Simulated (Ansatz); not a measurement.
# BH7N2S: the cost of one run

All numbers below are computed with Ansatz 0.2.0 (RKS PBE0-D4/def2-SVP).

### 1 The system as given

Bond lengths: N2–H3 1.060 Å, N2–H4 1.060 Å, B1–H5 1.190 Å, B1–N6 1.550 Å, N6–H7 1.060 Å, N6–H8 1.060 Å, B1–S9 2.190 Å, S9–H10 1.400 Å, N2–H11 1.150 Å, S9–H11 1.419 Å. Angles: H3–N2–H4 120.0°, H3–N2–H11 93.0°, H4–N2–H11 94.2°, H5–B1–N6 120.0°, H5–B1–S9 114.2°, N6–B1–S9 84.6°, B1–N6–H7 120.0°, B1–N6–H8 120.0°, H7–N6–H8 120.0°, B1–S9–H10 109.5°, B1–S9–H11 67.0°, H10–S9–H11 124.2°, N2–H11–S9 138.5°.

Coordinates:

```xyz
11

B     0.0000    0.0000    0.0000
N     0.0000    0.0000    1.9000
H    -0.8770   -0.2713    2.4300
H     0.8770    0.2713    2.4300
H     1.0305    0.0000   -0.5950
N    -1.3423    0.0000   -0.7750
H    -2.0112   -0.8164   -0.6764
H    -1.5914    0.8164   -1.4036
S    -0.6372    1.9782    0.6906
H    -1.9264    2.2463    0.2151
H    -0.3497    1.0857    1.7562
```

### 2 A restrained relaxation towards end A

Springs on the bonds that form and break draw the guess towards this end; the thresholds are loose.

input.yaml reads:

```yaml
crystal:
  periodic: [false, false, false]
  atoms:
    - { symbol: B, position_ang: [0.0, 0.0, 0.0] }
    - { symbol: "N", position_ang: [0.0, 0.0, 1.9] }
    - { symbol: H, position_ang: [-0.877, -0.2713, 2.43] }
    - { symbol: H, position_ang: [0.877, 0.2713, 2.43] }
    - { symbol: H, position_ang: [1.0305, 0.0, -0.595] }
    - { symbol: "N", position_ang: [-1.3423, 0.0, -0.775] }
    - { symbol: H, position_ang: [-2.0112, -0.8164, -0.6764] }
    - { symbol: H, position_ang: [-1.5914, 0.8164, -1.4036] }
    - { symbol: S, position_ang: [-0.6372, 1.9782, 0.6906] }
    - { symbol: H, position_ang: [-1.9264, 2.2463, 0.2151] }
    - { symbol: H, position_ang: [-0.3497, 1.0857, 1.7562] }
basis:
  gaussian: { orbitals: def2-SVP }
hamiltonian:
  xc: pbe0
  dispersion: d4
relax:
  f_tol: 0.15
  max_steps: 25
  restrain:
    - { distance: [0, 8], at: 3.09, k: 30.0 }
    - { distance: [10, 1], at: 2.26, k: 30.0 }
    - { distance: [0, 1], at: 1.55, k: 30.0 }
    - { distance: [10, 8], at: 1.4, k: 30.0 }
```

On the command line:

```console
$ ansatz run input.yaml --threads 2 --pin off --max-ram 3072MiB --backend cpu --events-out ev --progress --plain --runs-dir out
```

**Question.** How long does this run take on 2 threads of Arm Neoverse N1, shared host, and how much memory does it need?

About 46 s, with a peak of 0.19 GiB.
